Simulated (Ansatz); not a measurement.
# CaS2: the cost of one run

Method: DFT PBE, scalar-relativistic, plane waves, PAW, in Ansatz 0.2.0.

### Step 1. The system as given

Symmetry: P4/mmm, No. 123, tetragonal system. The conventional cell has a = 3.327 Å, b = 3.327 Å, c = 3.886 Å, α = 90.00°, β = 90.00°, γ = 90.00°. Ca (site symmetry 4/mmm) has 8 S at 2.56 Å as nearest neighbours. Around S (site symmetry mmm) lie 4 S at 2.35 Å and 4 Ca at 2.56 Å.

Coordinates:

```
CELL_PARAMETERS angstrom
3.32717 0.00000 0.00000
0.00000 3.32717 0.00000
0.00000 0.00000 3.88631
ATOMIC_POSITIONS crystal
Ca 0.00000 0.00000 0.50000
S 0.00000 0.50000 0.00000
S 0.50000 0.00000 0.00000
```

Recipe of the guess: Ca between sheets of the Se type, stage 1 (P4/mmm, No. 123). The dimensions are guesses.

### Step 2. The guess as it stands, on a coarse mesh

input.yaml reads:

```yaml
crystal:
  lattice:
    - [3.32717323, 0.0, 0.0]
    - [0.0, 3.32717323, 0.0]
    - [0.0, 0.0, 3.886306]
  atoms:
    - { symbol: Ca, position: [0.0, 0.0, 0.5] }
    - { symbol: S, position: [0.0, 0.5, 0.0] }
    - { symbol: S, position: [0.5, 0.0, 0.0] }
basis:
  ecutwfc: 420
kpoints:
  mp_grid: { grid: [6, 6, 4] }
hamiltonian:
  xc: pbe
scf:
  occupations: { method: gaussian, width: 0.1 }
  lower_state_search: "off"
output:
  forces: true
  stress: true
  eigenvalues: true
```

The run is started by

```bash
$ ansatz run input.yaml --threads 1 --pin off --max-ram 2560MiB --backend cpu --events-out ev --progress --plain --runs-dir out
```

**Question.** How long does this run take on 1 thread of Arm Neoverse V1, shared host, and how much memory does it need?

About 1.6 s, with a peak of 0.28 GiB.
